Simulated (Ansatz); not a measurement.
# Ge2H4 (triplet): from Hartree-Fock to the top rungs, cc-pVTZ

Aim: climb from Hartree-Fock through coupled cluster for Ge2H4 (triplet) at one geometry and basis, and see what each rung misses.

The runs use Ansatz 0.2.0, Gaussian basis; cc-pVTZ, core rule «outside noble gas», up to 28 orbitals frozen.

Plan: UHF; CCSD(T) on ROHF; CCSD(T) on UHF; BCCD(T) on ROHF; CCSDT(Q) on ROHF; CCSDT(Q) on UHF.

6 further runs of the same task are left out: 6 set aside as unsound or not needed.

## (1) The system

The geometry is a PBE0/def2-TZVP stationary point (not a proven minimum). No spin-orbit coupling is included. The filled d shell of Ge may be among the frozen orbitals whatever the setting's name suggests; the logs give the count.

6 atoms, charge 0, spin multiplicity 3.

Atoms are counted from 1 here; the program's logs count them from 0.

Bond lengths: Ge1–Ge2 2.423 Å, Ge1–H3 1.540 Å, Ge1–H4 1.535 Å, Ge1–H5 1.540 Å, Ge2–H6 1.550 Å. Angles: Ge2–Ge1–H3 110.7°, Ge2–Ge1–H4 107.0°, Ge2–Ge1–H5 110.7°, H3–Ge1–H4 109.6°, H3–Ge1–H5 109.3°, H4–Ge1–H5 109.6°, Ge1–Ge2–H6 122.2°.

As a file:

```xyz
6

Ge    0.0000   -0.0229    1.1903
Ge    0.0000    0.0409   -1.2321
H     1.2555   -0.7421    1.7164
H     0.0000    1.4326    1.6767
H    -1.2555   -0.7421    1.7164
H     0.0000   -1.2486   -2.0914
```

## (2) UHF

Input file in.yaml:

```yaml
crystal:
  periodic: [false, false, false]
  atoms:
    - {symbol: Ge, position_ang: [0.000000, -0.022865, 1.190258]}
    - {symbol: Ge, position_ang: [0.000000, 0.040906, -1.232137]}
    - {symbol: H, position_ang: [1.255509, -0.742092, 1.716378]}
    - {symbol: H, position_ang: [0.000000, 1.432623, 1.676692]}
    - {symbol: H, position_ang: [-1.255509, -0.742092, 1.716378]}
    - {symbol: H, position_ang: [0.000000, -1.248594, -2.091358]}
basis:
  gaussian: {orbitals: cc-pVTZ}
magnetization: {spin_polarized: true, initial_magnetization: 2}
hamiltonian: {xc: hf}
output: {orbitals: {seedname: orbitals}}
```

Launch:

```sh
> ansatz run in.yaml --threads 1 --pin off --events-out ev --progress --plain --max-ram 4096MiB --backend cpu
```

The runs that follow: CCSD(T) on ROHF; CCSD(T) on UHF; BCCD(T) on ROHF; CCSDT(Q) on ROHF; CCSDT(Q) on UHF.

Before running them: what should the planned runs give, taken together? Wanted: UCCSDT(Q) below the RHF energy; RMP2 from UCCSDT(Q); UMP2 from UCCSDT(Q); RCCSD from UCCSDT(Q); RCCSD(T) from UCCSDT(Q); UCCSD(T) from UCCSDT(Q); RCCSDT(Q) from UCCSDT(Q); T1 diagnostic.

As calculated:

| quantity | value |
| --- | --- |
| UCCSDT(Q) below the RHF energy | -6.9261 eV |
| RMP2 from UCCSDT(Q) | +1349.6 meV |
| UMP2 from UCCSDT(Q) | +1340.6 meV |
| RCCSD from UCCSDT(Q) | +271.2 meV |
| RCCSD(T) from UCCSDT(Q) | +56.3 meV |
| UCCSD(T) from UCCSDT(Q) | +44.7 meV |
| RCCSDT(Q) from UCCSDT(Q) | +12.1 meV |
| levels within 1 kcal/mol (43 meV) | RCCSDT, UCCSDT, RCCSDT(Q) |
| T1 diagnostic | 0.020 |

In words: RCCSD(T) misses by +56.3 meV, 0.8 % of the correlation energy. These misses are within one basis, not against nature; the frozen cores of restricted and unrestricted runs differ, which can shift their rows.
